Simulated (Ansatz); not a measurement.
# AlGaCl (quartet): wave-function methods side by side at a displaced geometry (v1), cc-pVDZ

An exercise on one series of results from a longer session: the logs are not shown, and one member is left open.

Method: cc-pVDZ, core rule «outside noble gas», up to 24 orbitals frozen; program: Ansatz 0.2.0, Gaussian basis.

The runs, in order: UHF; CCSD(T) on ROHF; CCSD(T) on UHF; BCCD(T) on ROHF; CISD; CCSDT(Q) on ROHF; CCSDT(Q) on UHF.

36 further runs of the same task are left out: 11 for a known fault of the program, 13 that didn't finish, 12 set aside as unsound or not needed.

## The geometry

The geometry is a PBE0/def2-TZVP stationary point (not a proven minimum) with its atoms shifted at random (size 0.040 Å). No spin-orbit coupling is included. The filled d shell of Ga may be among the frozen orbitals whatever the setting's name suggests; the logs give the count.

3 atoms, charge 0, spin multiplicity 4.

Atoms are counted from 1 here; the program's logs count them from 0.

Bond lengths: Cl1–Al2 2.080 Å, Al2–Ga3 2.275 Å. Angles: Cl1–Al2–Ga3 177.7°.

The first run:

Input file in.yaml:

```yaml
crystal:
  periodic: [false, false, false]
  atoms:
    - {symbol: Cl, position_ang: [-0.015433, -0.009008, -2.144360]}
    - {symbol: Al, position_ang: [-0.016266, -0.025151, -0.064713]}
    - {symbol: Ga, position_ang: [0.031698, 0.034159, 2.209073]}
basis:
  gaussian: {orbitals: cc-pVDZ}
magnetization: {spin_polarized: true, initial_magnetization: 3}
hamiltonian: {xc: hf}
output: {orbitals: {seedname: orbitals}}
```

Launch:

```console
> ansatz run in.yaml --threads 1 --pin off --events-out ev --progress --plain --max-ram 2393MiB
```

Steps of the session up to this table: UHF; CCSD(T) on ROHF; CCSD(T) on UHF; BCCD(T) on ROHF; CISD; CCSDT(Q) on ROHF; CCSDT(Q) on UHF.

One table of the session follows, with a row left open; its other results are not shown here.

| method | from UCCSDT(Q) (kcal/mol) |
| --- | --- |
| ROHF | +155.79 |
| UHF | +153.34 |
| RMP2 | +23.09 |
| UMP2 | ? |
| CISD | +19.43 |
| RCCSD | +6.22 |
| UCCSD | +5.82 |
| RCCSD(T) | +1.52 |
| UCCSD(T) | +1.21 |
| BCCD(T) | +1.53 |
| RCCSDT | +0.74 |
| UCCSDT | +0.40 |
| RCCSDT(Q) | +0.35 |
| UCCSDT(Q) | 0 |

Q: Estimate the row for UMP2 from the others.

As computed: from UCCSDT(Q) (kcal/mol): +23.28. In the column «from UCCSDT(Q) (kcal/mol)» it lies between RMP2 (+23.09) and UHF (+153.34).

Caveats from the session: Restricted and unrestricted rows rest on different reference determinants; where their highest levels disagree by more than a few hundredths of an eV, they describe different states and don't form one ladder.
